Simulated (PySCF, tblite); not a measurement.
# C₆H₁₄Si: geometry, infrared bands and NMR shifts

Wanted: the infrared bands and NMR shifts of C₆H₁₄Si (`C/C=C/C(C)(C)[SiH3]`), by calculation.

The runs use tblite 0.8.0 and PySCF 2.14.0, with density-fitted response routines of our own; the level of theory stands in each step. All values are computed, except where a source is named. Atoms are numbered from 0 throughout.

## Step 1: The molecule as given

21 atoms, charge 0, multiplicity 1; geometry from: force field or distance geometry start.

Bonds of the start (Å): C0–C1 1.51, C1–C2 1.34, C2–C3 1.54, C3–C4 1.57, C3–C5 1.55, C3–Si6 1.99, C0–H7 1.10, C0–H8 1.09, C0–H9 1.09, C1–H10 1.08, C2–H11 1.09, C4–H12 1.09, C4–H13 1.09, C4–H14 1.10, C5–H15 1.09, C5–H16 1.09, C5–H17 1.10, Si6–H18 1.48, Si6–H19 1.50, Si6–H20 1.49.

## Step 2: Relaxing the molecule with GFN2-xTB

Job settings and geometry (Å):

```
{"job": {"kind": "relax", "xc": "GFN2-xTB", "basis": "xTB"}, "charge": 0, "multiplicity": 1}
C      3.144800     0.396700    -0.144500
C      1.714200     0.027600    -0.447900
C      0.715800     0.187200     0.432500
C     -0.768700    -0.165300     0.208800
C     -1.181400    -1.164600     1.340900
C     -1.070200    -0.835700    -1.153400
Si    -1.863500     1.493500     0.370700
H      3.259600     0.831800     0.861400
H      3.488900     1.134500    -0.871700
H      3.773900    -0.485000    -0.210300
H      1.543700    -0.408800    -1.422700
H      0.940000     0.617700     1.406700
H     -0.596500    -2.085000     1.285700
H     -1.024400    -0.738900     2.330900
H     -2.241300    -1.432600     1.255500
H     -0.815100    -0.172700    -1.976200
H     -2.126500    -1.086700    -1.245500
H     -0.499100    -1.770800    -1.272800
H     -1.500500     2.431300    -0.714000
H     -1.599000     2.115100     1.705700
H     -3.303400     1.127700     0.270200
```

The run is started by

```bash
$ OMP_NUM_THREADS=1 python probes_run.py task.json out
```

One launch serves the whole session: the jobs run in the order shown.

**Question.** This job is followed by: GFN2-xTB harmonic vibrations, gas phase; GIAO PBE0/pcSseg-1 NMR shielding, non-relativistic, gas phase. What will the session give for the following? strongest single infrared mode (GFN2-xTB); zero-point energy (GFN2-xTB); 13C shifts against TMS (PBE0/pcSseg-1, means over atoms taken as alike); 1H shifts against TMS (PBE0/pcSseg-1, means over atoms taken as alike); 29Si shifts against TMS (PBE0/pcSseg-1).

**Answer**, as computed:

```
                                                               quantity                               value
                              strongest single infrared mode (GFN2-xTB)                788 cm⁻¹, 435 km/mol
                                           zero-point energy (GFN2-xTB)                      110.5 kcal/mol
13C shifts against TMS (PBE0/pcSseg-1, means over atoms taken as alike)  146.6, 128.4, 27.8, 26.9, 22.8 ppm
 1H shifts against TMS (PBE0/pcSseg-1, means over atoms taken as alike)    5.89, 5.56, 3.75, 1.88, 1.18 ppm
                                29Si shifts against TMS (PBE0/pcSseg-1)                           -50.3 ppm
```

**Reading.** Over 85 steps the energy fell by 0.160 eV; of the close pairs, C3–Si6 changed most, 1.994 to 1.924 Å. All 57 modes are real, so the xTB geometry is a minimum. The strongest single mode, at 788 cm⁻¹, is carried by H19, H20, H18. GFN2-xTB is a fitted tight-binding method: band positions and strengths are rough. Its intensities can rank the bands wrongly. At PBE0/pcSseg-1: Shielding is most anisotropic at C1 (span 212 ppm, paramagnetic term -199 ppm).
